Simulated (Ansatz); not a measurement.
PtSe:

```
CELL_PARAMETERS angstrom
0.00000 2.79841 2.79841
2.79841 0.00000 2.79841
2.79841 2.79841 0.00000
ATOMIC_POSITIONS crystal
Pt 0.50000 0.50000 0.50000
Se 0.00000 0.00000 0.00000
```

The cell comes from a database or a generator and needn't be the stable form of this composition.

| Item | Value |
| --- | --- |
| Program | Ansatz 0.2.0 |
| Task | relaxation of cell and atoms |
| Functional | PBE |
| Potentials or basis | Ansatz PAW |
| Cutoff | 420 eV (not typed: the program's choice for these potentials) |
| k mesh | 8 × 8 × 8 |
| Occupations | fermi-dirac, width 0.05 eV |
| Spin | no spin polarisation |
| Hubbard terms | Pt d U = 4 eV |

At the start: volume 21.91 Å³/atom.

**Question.** How do energy, volume and symmetry change on relaxing?

**Answer.** It ends after 5 steps and the volume is 18.55 Å³/atom (-15.3 %); space group Fm-3m (No. 225, to 0.05 Å).

Step by step:
```tsv
step	energy change (eV)	largest force (eV/Å)	volume (Å³)
1	0.0000	0.0000	43.83
2	-0.3448	0.0000	37.73
3	-0.3484	0.0000	36.82
4	-0.3491	0.0000	37.10
5	-0.3474	0.0000	37.10
```

Final structure:
```
CELL_PARAMETERS angstrom
0.00000 2.64727 2.64727
2.64727 0.00000 2.64727
2.64727 2.64727 0.00000
ATOMIC_POSITIONS crystal
Pt 0.50000 0.50000 0.50000
Se 0.00000 0.00000 0.00000
```

Caveat: the volume moved by over 15 % at a fixed basis, so the end points are rough; the plane-wave basis is chosen anew once the cell has moved, so the energies of steps on either side of that aren't comparable; U without spin polarisation on a metal has little footing.
